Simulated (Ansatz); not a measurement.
# Alloy of GaAs and AlAs (19 of 64 Ga sites exchanged), 128 atoms

How does this alloy cell relax, and what gap do PBEsol, PBE, r²SCAN and HSE06 give?

Method: density functional theory in Ansatz 0.2.0, PAW datasets, plane waves.

### Step 1. The system as built

128 atoms (45 Ga, 19 Al, 64 As); a = 16.021 Å, b = 16.021 Å, c = 16.021 Å, α = 60.00°, β = 60.00°, γ = 60.00°. All atoms were shaken off their sites by about 0.02 Å along each axis.

The runs, in order: (2) PBEsol cell relaxation at the single k point (½, ½, ½), on 1 × NVIDIA GB300 Max-Q with 32 threads of Arm Neoverse-V2; (3) PBE single point at the Γ point alone, on 1 × NVIDIA GB300 Max-Q with 32 threads of Arm Neoverse-V2; (4) r²SCAN single point at the Γ point alone, on 1 × NVIDIA GB300 Max-Q with 32 threads of Arm Neoverse-V2; (5) HSE06 single point at the Γ point alone, on 1 × NVIDIA GB300 Max-Q with 32 threads of Arm Neoverse-V2.

### Step 2. Relaxing cell and atoms with PBEsol

The input, in.yaml:

```yaml
crystal:
  lattice:
    - [0.000000, 11.328459, 11.328459]
    - [11.328459, 0.000000, 11.328459]
    - [11.328459, 11.328459, 0.000000]
  atoms:
    - { symbol: Ga, position: [0.000412, 0.998569, 0.003306] }
    - { symbol: Ga, position: [0.501244, 0.000560, 0.999356] }
    - { symbol: Ga, position: [0.000409, 0.500237, 0.999828] }
    - { symbol: Ga, position: [0.998917, 0.000750, 0.499722] }
    - { symbol: Ga, position: [0.498500, 0.999022, 0.500017] }
    - { symbol: Ga, position: [0.751263, 0.249025, 0.249909] }
    - { symbol: Ga, position: [0.999433, 0.498405, 0.500347] }
    - { symbol: Ga, position: [0.499323, 0.500654, 0.501798] }
    - { symbol: Ga, position: [0.751298, 0.751606, 0.249079] }
    - { symbol: Ga, position: [0.250237, 0.751035, 0.748557] }
    - { symbol: Ga, position: [0.750194, 0.748655, 0.752314] }
    - { symbol: Ga, position: [0.997401, 0.004574, 0.247785] }
    - { symbol: Ga, position: [0.251366, 0.247076, 0.001927] }
    - { symbol: Ga, position: [0.500301, 0.997048, 0.249411] }
    - { symbol: Ga, position: [0.002482, 0.499583, 0.247231] }
    - { symbol: Ga, position: [0.248705, 0.751787, 0.000187] }
    - { symbol: Ga, position: [0.250213, 0.250333, 0.501215] }
    - { symbol: Ga, position: [0.749332, 0.750462, 0.000068] }
    - { symbol: Ga, position: [0.501059, 0.000367, 0.748564] }
    - { symbol: Ga, position: [0.748056, 0.748359, 0.500931] }
    - { symbol: Ga, position: [0.000021, 0.249642, 0.999301] }
    - { symbol: Ga, position: [0.246855, 0.999935, 0.254374] }
    - { symbol: Ga, position: [0.502147, 0.248780, 0.001552] }
    - { symbol: Ga, position: [0.999576, 0.751775, 0.000465] }
    - { symbol: Ga, position: [0.000051, 0.249241, 0.499723] }
    - { symbol: Ga, position: [0.249194, 0.498772, 0.248077] }
    - { symbol: Ga, position: [0.498616, 0.747922, 0.001556] }
    - { symbol: Ga, position: [0.248815, 0.000055, 0.747162] }
    - { symbol: Ga, position: [0.501140, 0.248778, 0.498681] }
    - { symbol: Ga, position: [0.748860, 0.998363, 0.751076] }
    - { symbol: Ga, position: [0.250122, 0.500708, 0.750514] }
    - { symbol: Ga, position: [0.498918, 0.750859, 0.499111] }
    - { symbol: Ga, position: [0.246482, 0.999184, 0.001303] }
    - { symbol: Ga, position: [0.001774, 0.249091, 0.250975] }
    - { symbol: Ga, position: [0.248061, 0.499070, 0.001858] }
    - { symbol: Ga, position: [0.500720, 0.248189, 0.251169] }
    - { symbol: Ga, position: [0.749872, 0.997667, 0.499910] }
    - { symbol: Ga, position: [0.000018, 0.749961, 0.248562] }
    - { symbol: Ga, position: [0.001802, 0.247513, 0.749533] }
    - { symbol: Ga, position: [0.250928, 0.500255, 0.498916] }
    - { symbol: Ga, position: [0.501589, 0.747449, 0.250410] }
    - { symbol: Ga, position: [0.499135, 0.250439, 0.748936] }
    - { symbol: Ga, position: [0.750035, 0.500263, 0.499574] }
    - { symbol: Ga, position: [0.000339, 0.750205, 0.750305] }
    - { symbol: Ga, position: [0.498617, 0.752473, 0.749300] }
    - { symbol: Al, position: [0.251275, 0.248062, 0.248366] }
    - { symbol: Al, position: [0.502950, 0.499409, 0.997262] }
    - { symbol: Al, position: [0.250669, 0.748886, 0.248044] }
    - { symbol: Al, position: [0.249273, 0.250485, 0.748248] }
    - { symbol: Al, position: [0.749385, 0.249569, 0.751232] }
    - { symbol: Al, position: [0.748455, 0.247736, 0.003617] }
    - { symbol: Al, position: [0.000938, 0.000706, 0.750186] }
    - { symbol: Al, position: [0.499701, 0.498558, 0.251571] }
    - { symbol: Al, position: [0.750360, 0.250045, 0.500981] }
    - { symbol: Al, position: [0.999198, 0.498673, 0.753159] }
    - { symbol: Al, position: [0.247213, 0.751512, 0.501402] }
    - { symbol: Al, position: [0.497900, 0.503472, 0.749118] }
    - { symbol: Al, position: [0.748825, 0.001951, 0.250319] }
    - { symbol: Al, position: [0.748537, 0.501052, 0.249361] }
    - { symbol: Al, position: [0.001832, 0.746787, 0.503401] }
    - { symbol: Al, position: [0.751848, 0.499007, 0.747007] }
    - { symbol: Al, position: [0.748758, 0.001510, 0.000208] }
    - { symbol: Al, position: [0.249324, 0.000859, 0.500626] }
    - { symbol: Al, position: [0.750608, 0.498022, 0.001850] }
    - { symbol: As, position: [0.063136, 0.064102, 0.063226] }
    - { symbol: As, position: [0.562911, 0.061261, 0.062448] }
    - { symbol: As, position: [0.063894, 0.560240, 0.062809] }
    - { symbol: As, position: [0.062856, 0.062022, 0.562286] }
    - { symbol: As, position: [0.313020, 0.311671, 0.312286] }
    - { symbol: As, position: [0.562049, 0.563829, 0.062495] }
    - { symbol: As, position: [0.557455, 0.063340, 0.564687] }
    - { symbol: As, position: [0.812117, 0.310792, 0.312577] }
    - { symbol: As, position: [0.061947, 0.562801, 0.562275] }
    - { symbol: As, position: [0.311495, 0.812333, 0.311888] }
    - { symbol: As, position: [0.312352, 0.311222, 0.811363] }
    - { symbol: As, position: [0.563149, 0.562448, 0.562562] }
    - { symbol: As, position: [0.812778, 0.811002, 0.311731] }
    - { symbol: As, position: [0.813479, 0.314414, 0.811569] }
    - { symbol: As, position: [0.310790, 0.812257, 0.814808] }
    - { symbol: As, position: [0.811947, 0.812947, 0.813867] }
    - { symbol: As, position: [0.066086, 0.061344, 0.312692] }
    - { symbol: As, position: [0.311729, 0.314809, 0.059468] }
    - { symbol: As, position: [0.562316, 0.060221, 0.316154] }
    - { symbol: As, position: [0.811778, 0.314271, 0.062110] }
    - { symbol: As, position: [0.061747, 0.563931, 0.313559] }
    - { symbol: As, position: [0.312114, 0.812796, 0.062814] }
    - { symbol: As, position: [0.060033, 0.063743, 0.811984] }
    - { symbol: As, position: [0.312854, 0.310722, 0.564047] }
    - { symbol: As, position: [0.562351, 0.563076, 0.312508] }
    - { symbol: As, position: [0.812777, 0.812907, 0.061945] }
    - { symbol: As, position: [0.561193, 0.063847, 0.812906] }
    - { symbol: As, position: [0.812239, 0.313554, 0.560087] }
    - { symbol: As, position: [0.061425, 0.561325, 0.815378] }
    - { symbol: As, position: [0.312894, 0.811995, 0.562931] }
    - { symbol: As, position: [0.562926, 0.563138, 0.810967] }
    - { symbol: As, position: [0.812532, 0.810725, 0.564683] }
    - { symbol: As, position: [0.061083, 0.314303, 0.063126] }
    - { symbol: As, position: [0.314301, 0.061696, 0.312418] }
    - { symbol: As, position: [0.562952, 0.313849, 0.061925] }
    - { symbol: As, position: [0.810666, 0.061753, 0.313247] }
    - { symbol: As, position: [0.061112, 0.812618, 0.064390] }
    - { symbol: As, position: [0.061738, 0.315321, 0.562214] }
    - { symbol: As, position: [0.310853, 0.563571, 0.312959] }
    - { symbol: As, position: [0.563191, 0.814302, 0.060848] }
    - { symbol: As, position: [0.315406, 0.061618, 0.809242] }
    - { symbol: As, position: [0.561577, 0.313516, 0.560427] }
    - { symbol: As, position: [0.814115, 0.562278, 0.310934] }
    - { symbol: As, position: [0.813718, 0.062024, 0.812073] }
    - { symbol: As, position: [0.064162, 0.811936, 0.560757] }
    - { symbol: As, position: [0.312940, 0.563228, 0.812402] }
    - { symbol: As, position: [0.562748, 0.814209, 0.560566] }
    - { symbol: As, position: [0.811922, 0.562503, 0.812491] }
    - { symbol: As, position: [0.313621, 0.063752, 0.062289] }
    - { symbol: As, position: [0.813050, 0.063302, 0.060379] }
    - { symbol: As, position: [0.061059, 0.314829, 0.309925] }
    - { symbol: As, position: [0.312332, 0.562088, 0.062744] }
    - { symbol: As, position: [0.312029, 0.065280, 0.561213] }
    - { symbol: As, position: [0.562394, 0.310826, 0.314453] }
    - { symbol: As, position: [0.811701, 0.563429, 0.061336] }
    - { symbol: As, position: [0.814311, 0.061004, 0.562468] }
    - { symbol: As, position: [0.060926, 0.813686, 0.313493] }
    - { symbol: As, position: [0.063748, 0.311695, 0.812419] }
    - { symbol: As, position: [0.314131, 0.560458, 0.562124] }
    - { symbol: As, position: [0.564673, 0.813277, 0.311397] }
    - { symbol: As, position: [0.563240, 0.312472, 0.812073] }
    - { symbol: As, position: [0.811036, 0.564192, 0.564877] }
    - { symbol: As, position: [0.063213, 0.810717, 0.813191] }
    - { symbol: As, position: [0.563325, 0.810435, 0.815110] }
kpoints:
  mp_grid: { grid: [1, 1, 1], shift: [0.5, 0.5, 0.5] }
hamiltonian:
  xc: pbesol
scf:
  occupations: { method: fermi_dirac, width: 0.01 }
relax:
  f_tol: 0.03
  max_steps: 80
  escape_saddle: false
  adjacent_minimum: "off"
  cell: { fix: [shape] }
output:
  forces: true
  eigenvalues: true
  populations: true
```

Launch:

```bash
$ ansatz run in.yaml --threads 32 --pin off --max-ram 171000MiB --runs-dir r --events-out ev --progress --plain --backend cuda --devices 0,
```

After this run come: Single point with PBE; r²SCAN on the same atoms; Single point with HSE06.

Before running it: what results should come out? Wanted: for each run, top filled to lowest empty.

As calculated:

| level | time | k points | top filled to lowest empty (eV) |
| --- | --- | --- | --- |
| PBEsol, relaxation | 13 s (GPU) | (½, ½, ½) | 1.50 |
| PBE | 9 s (GPU) | Γ | 0.85 |
| r²SCAN | 15 s (GPU) | Γ | 1.34 |
| HSE06 | 3 min (GPU) | Γ | 1.78 |

```
     quantity                                                                         value
   relaxation                                              4 recorded steps, 0.77 eV gained
largest shift                                                0.07 Å (Al60 and others alike)
 relaxed cell  a = 16.019 Å, b = 16.019 Å, c = 16.019 Å, α = 60.00°, β = 60.00°, γ = 60.00°
   mean bonds                                                    Al–As 2.454, As–Ga 2.452 Å
```

**In words.** Relaxation gains 0.77 eV, with shifts up to 0.07 Å (Al60 and others alike), while the volume changes by -0.0 %. The mean lengths differ by only 0.00 Å, over all coordinations together. At the same k points, PBE gives a spacing 0.93 eV smaller and r²SCAN gives a spacing 0.43 eV smaller than the 1.78 eV of HSE06. Rows on different k points differ by sampling as well as by level. The price of HSE06 is about 20 times the time of PBE here. No spin–orbit coupling is included; with elements this heavy it would shift the edges. With one k point the spacing samples only the states that fold onto it, so it can exceed the gap over the zone.
